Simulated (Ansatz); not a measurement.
This script drives the Python package of Ansatz (0.2.0).

`opt_c2h5nosi.py`
```python
"""Geometry optimisation of C2H5NOSi."""

import ansatz as az
import numpy as np

GEOMETRY = """
N     1.65510   -0.81990   -1.00850
C     1.41650   -0.19590    0.08730
Si   -0.15030    0.75710    0.32720
C    -1.59400   -0.38480    0.24390
O    -1.81850   -1.01270   -0.77710
H     0.98390   -0.81230   -1.79050
H     2.14590   -0.22270    0.88910
H    -0.12420    1.40680    1.64590
H    -0.26930    1.78150   -0.72080
H    -2.24520   -0.49720    1.10350
"""


def main() -> None:
    mol = az.Crystal.molecule()
    for line in GEOMETRY.strip().splitlines():
        symbol, *xyz = line.split()
        mol = mol.atom(symbol, [float(v) for v in xyz])

    setup = mol.calculation()
    setup = setup.basis(gaussian="def2-SVP")
    setup = setup.functional("pbe0", dispersion="d3bj")
    symbols = [site.symbol for site in mol.cartesian_sites]
    start = np.array([site.position_ang for site in mol.cartesian_sites], dtype=float)
    def progress(event):
        if event["event"] == "relax_step":
            row = event["data"]
            print(f"step {row['step']:3d}  E = {row['lagrangian_ev']:.6f} eV  max force {row['allowed_force_max_ev_ang']:.4f} eV/A")


    summary = setup.relax(force_tolerance=0.005).session().plan().execute(on_event=progress).report
    end = np.array(summary["positions_ang"])

    print("reference energy %16.6f eV" % summary["reference_energy_ev"])
    print("total energy     %16.6f eV" % summary["free_energy_ev"])
    print("occupied (up, down):", summary["n_occupied"], " virtual:", summary["n_virtual"], " frozen:", summary["n_frozen"])

    print("bond        before    after (A)")
    for i, j in [(0, 1), (0, 5), (1, 2), (1, 6), (2, 3), (2, 7), (2, 8), (3, 4), (3, 9)]:
        d0, d1 = (np.linalg.norm(xyz[i] - xyz[j]) for xyz in (start, end))
        print(f"{symbols[i]}{i}-{symbols[j]}{j}".ljust(10), f"{d0:8.4f} {d1:8.4f}")
    with open("c2h5nosi_opt.xyz", "w") as handle:
        handle.write(f"{len(symbols)}\nrelaxed C2H5NOSi\n")
        handle.writelines(f"{s:2s} {x:11.6f} {y:11.6f} {z:11.6f}\n" for s, (x, y, z) in zip(symbols, end))


if __name__ == "__main__":
    main()
```

It is started by `python opt_c2h5nosi.py`. How long does it take on 1 thread of Arm Neoverse V1, with other jobs on the host, and how much memory does it need?

It took about 4.1 min, with a peak of 0.28 GiB, for 1 run of the engine.

```console
$ python opt_c2h5nosi.py
step   1  E = -13551.601727 eV  max force 2.2307 eV/A
step   2  E = -13551.813735 eV  max force 1.2109 eV/A
step   3  E = -13551.713316 eV  max force 2.2604 eV/A
step   4  E = -13551.881922 eV  max force 0.5908 eV/A
step   5  E = -13551.905150 eV  max force 0.3371 eV/A
step   6  E = -13551.927412 eV  max force 0.0979 eV/A
step   7  E = -13551.934581 eV  max force 0.5018 eV/A
step   8  E = -13551.942750 eV  max force 0.4912 eV/A
step   9  E = -13551.942520 eV  max force 0.4270 eV/A
step  10  E = -13551.946794 eV  max force 0.2353 eV/A
[... 33 cycles left out ...]
step  44  E = -13551.961808 eV  max force 0.0100 eV/A
step  45  E = -13551.961812 eV  max force 0.0065 eV/A
step  46  E = -13551.961796 eV  max force 0.0260 eV/A
step  47  E = -13551.961814 eV  max force 0.0102 eV/A
step  48  E = -13551.961820 eV  max force 0.0064 eV/A
step  49  E = -13551.961821 eV  max force 0.0040 eV/A
step  50  E = -13551.961822 eV  max force 0.0055 eV/A
step  51  E = -13551.961823 eV  max force 0.0083 eV/A
step  52  E = -13551.961824 eV  max force 0.0078 eV/A
step  53  E = -13551.961824 eV  max force 0.0043 eV/A
reference energy    -13551.768293 eV
total energy        -13551.961848 eV
occupied (up, down): [23, 23]  virtual: [76, 76]  frozen: 0
bond        before    after (A)
N0-C1        1.2834   1.2718
N0-H5        1.0306   1.0285
C1-Si2       1.8495   1.8998
C1-H6        1.0843   1.1087
Si2-C3       1.8426   1.9346
Si2-H7       1.4703   1.4956
Si2-H8       1.4703   1.4957
C3-O4        1.2195   1.2091
C3-H9        1.0843   1.1258
```

`c2h5nosi_opt.xyz`, as written:
```text
10
relaxed C2H5NOSi
N     1.573646   -1.101674   -0.851934
C     1.498641   -0.025673   -0.178157
Si   -0.089845    0.777734    0.485615
C    -1.594962   -0.327058   -0.021091
O    -1.464462   -1.339932   -0.668380
H     0.639041   -1.503890   -1.002285
H     2.453147    0.493342    0.042694
H    -0.080769    0.893730    1.976709
H    -0.308039    2.143727   -0.083192
H    -2.626500   -0.010405    0.300022
```

What to keep in mind:
- The settings weren't tested for convergence.
- The end point is the stationary point reached from this start; no frequency run checks that it is a minimum, and the basis set is modest.
- Total less reference energy is the dispersion correction.

(Lines on the test bed's own set-up are left out of the output.)
